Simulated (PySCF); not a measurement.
# SnO under other conditions

One physical setting of the base script is moved in each run, with the edits that it forces.

The runs use PySCF 2.14.0; method and basis as typed in the scripts.

4 further runs of the same task are left out: 1 for a known fault of the program, 3 that didn't finish.

**1. The starting structure**

SnO: 2 atoms, charge 0, spin multiplicity 1.

Bond lengths: Sn1–O2 1.755 Å.

**2. The run that the others are compared with**

input.py

```python
from pyscf import gto, scf, mp

mol = gto.M(
    atom='Sn 0 0 0; O 0 0 1.755',
    basis='lanl2dz',
    ecp={'Sn': 'lanl2dz'},
    charge=0,
    spin=0,
    verbose=4,
)
mf = scf.RHF(mol)
mf.kernel()
mp.MP2(mf, frozen=1).kernel()
mf.dip_moment()
print('orbital energies (hartree):', mf.mo_energy[..., max(0, mol.nelec[1]-3):mol.nelec[0]+3].round(4))
```

Run with:

```console
OMP_NUM_THREADS=1 python input.py
```

Its log is not repeated here.

Base result: E(SCF) = -78.075611 Eh, 9 cycles, E(MP2) − E(SCF) = -0.20209 Eh, μ = 5.56 D (of the SCF density).

The bond length is a typed value, not an optimised one.

**3. Quintet (UHF)**

Run 1 changes spin (2S): 0 → 4; SCF type: RHF → UHF.

input.py

```python
from pyscf import gto, scf, mp

mol = gto.M(
    atom='Sn 0 0 0; O 0 0 1.755',
    basis='lanl2dz',
    ecp={'Sn': 'lanl2dz'},
    charge=0,
    spin=4,
    verbose=4,
)
mf = scf.UHF(mol)
mf.kernel()
mp.MP2(mf, frozen=1).kernel()
mf.dip_moment()
print('orbital energies (hartree):', [e[max(0, n-3):n+3].round(4) for e, n in zip(mf.mo_energy, mol.nelec)])
```

Run with:

```console
OMP_NUM_THREADS=1 python input.py
```

**4. Bond 0.5 Å**

Run 2 changes bond length: 1.755 Å → 0.5 Å.

Changes to input.py since step 2:

```diff
@@ -3,3 +3,3 @@
 mol = gto.M(
-    atom='Sn 0 0 0; O 0 0 1.755',
+    atom='Sn 0 0 0; O 0 0 0.5',
     basis='lanl2dz',
```

**5. Bond 1.544 Å**

Run 3 changes bond length: 1.755 Å → 1.544 Å.

Changes to input.py since step 2:

```diff
@@ -3,3 +3,3 @@
 mol = gto.M(
-    atom='Sn 0 0 0; O 0 0 1.755',
+    atom='Sn 0 0 0; O 0 0 1.544',
     basis='lanl2dz',
```

**6. Bond 1.966 Å**

Run 4 changes bond length: 1.755 Å → 1.966 Å.

Changes to input.py since step 2:

```diff
@@ -3,3 +3,3 @@
 mol = gto.M(
-    atom='Sn 0 0 0; O 0 0 1.755',
+    atom='Sn 0 0 0; O 0 0 1.966',
     basis='lanl2dz',
```

**7. Bond 0.1 Å**

Run 5 changes bond length: 1.755 Å → 0.1 Å.

Changes to input.py since step 2:

```diff
@@ -3,3 +3,3 @@
 mol = gto.M(
-    atom='Sn 0 0 0; O 0 0 1.755',
+    atom='Sn 0 0 0; O 0 0 0.1',
     basis='lanl2dz',
```

**8. Bond 1.632 Å**

Run 6 changes bond length: 1.755 Å → 1.632 Å.

Changes to input.py since step 2:

```diff
@@ -3,3 +3,3 @@
 mol = gto.M(
-    atom='Sn 0 0 0; O 0 0 1.755',
+    atom='Sn 0 0 0; O 0 0 1.632',
     basis='lanl2dz',
```

Q: Predict the outcome of this session. Wanted: for each run, E(SCF); from base; gap, α spin; SCF dipole; after the SCF.

The runs gave:

| run | E(SCF) (hartree) | from base (eV) | cycles | gap, α spin (eV) | SCF dipole (D) | after the SCF |
| --- | --- | --- | --- | --- | --- | --- |
| base | -78.075611 | 0 | 9 | 10.97 | 5.56 | MP2 correlation -5.499 eV, core frozen |
| quintet (UHF) | -77.945241 | +3.5476 | 11 | 9.83 | 2.79 | MP2 correlation -2.395 eV, core frozen |
| bond 0.5 Å (poor choice) | -65.994446 | +328.7452 | 8 | 5.44 | 2.79 | MP2 correlation -1.739 eV, core frozen |
| bond 1.544 Å | -78.017704 | +1.5757 | 9 | 11.41 | 4.59 | MP2 correlation -4.883 eV, core frozen |
| bond 1.966 Å | -78.054901 | +0.5635 | 10 | 10.13 | 6.44 | MP2 correlation -6.181 eV, core frozen |
| bond 0.1 Å (poor choice) | 132.444274 | +5728.5379 | 9 | 3.34 | 6.75 | MP2 correlation -0.798 eV, core frozen |
| bond 1.632 Å | -78.056749 | +0.5133 | 9 | 11.27 | 5.01 | MP2 correlation -5.125 eV, core frozen |

What this shows: Of the runs whose energies can be compared, “bond 0.1 Å” moves the SCF energy most (+5728.538 eV). The quintet solution found lies 3.55 eV above the base singlet at this geometry and level. With bond 0.5 Å the frontier gap moves by over 1.5 eV, which can mean another electronic state rather than the bond length alone. With bond 0.1 Å the frontier gap moves by over 1.5 eV, which can mean another electronic state rather than the bond length alone. Rows marked «poor choice» come from settings spoiled on purpose.
